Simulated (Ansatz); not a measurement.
Run this with the Ansatz DFT code, driven from Python and show what comes out.

Contents of `ca3asp.extxyz`:
```text
5
Lattice="5.333899 0.0 0.0 0.0 5.333899 0.0 0.0 0.0 5.333899" Properties=species:S:1:pos:R:3 pbc="T T T"
Ca    0.00000000    2.66694950    2.66694950
Ca    2.66694950    0.00000000    2.66694950
Ca    2.66694950    2.66694950    0.00000000
P     2.66694950    2.66694950    2.66694950
As    0.00000000    0.00000000    0.00000000
```

`ca3asp_restart.py`
```python
"""Start a denser mesh for Ca3AsP from a saved density."""

import logging
import sys

import ansatz as az

logging.basicConfig(stream=sys.stdout, format="[%(levelname)s] %(message)s")
logger = logging.getLogger("ca3asp")
logger.setLevel(logging.INFO)

system = az.Crystal.from_extxyz("ca3asp.extxyz")

base = (
    system.calculation()
    .functional(az.Functional.PBE)
    .basis(550)  # a bare number is in eV
    .occupations("Fixed")  # whole-number filling, right only where there is a gap
)
coarse = base.kpoints(*(2, 2, 2)).checkpoint(write="state").run(threads=1, pin="off").report
warm = base.kpoints(*(4, 4, 4)).checkpoint(read="state").run(threads=1, pin="off").report
cold = base.kpoints(*(4, 4, 4)).run(threads=1, pin="off").report
for label, r in (("coarse", coarse), ("fine, from the saved density", warm), ("fine, fresh start", cold)):
    logger.info(f"{label:30s} F = {r['free_energy_ev']:.5f} eV  iterations {r['n_iterations']}")
```

```console
$ python ca3asp_restart.py
[INFO] coarse                         F = -11066.16445 eV  iterations 7
[INFO] fine, from the saved density   F = -11066.75419 eV  iterations 7
[INFO] fine, fresh start              F = -11066.75419 eV  iterations 6
```

Absolute energies stand on the zero of these potentials, so only differences at equal settings mean something. A total without «per atom» is that of the cell as typed. The structure comes from a database of computed cells and needn't be a stable or known phase. It ran for 9.1 s on 1 thread of Intel(R) Xeon(R) Processor @ 2.30GHz (shared host), peak memory 0.66 GiB.
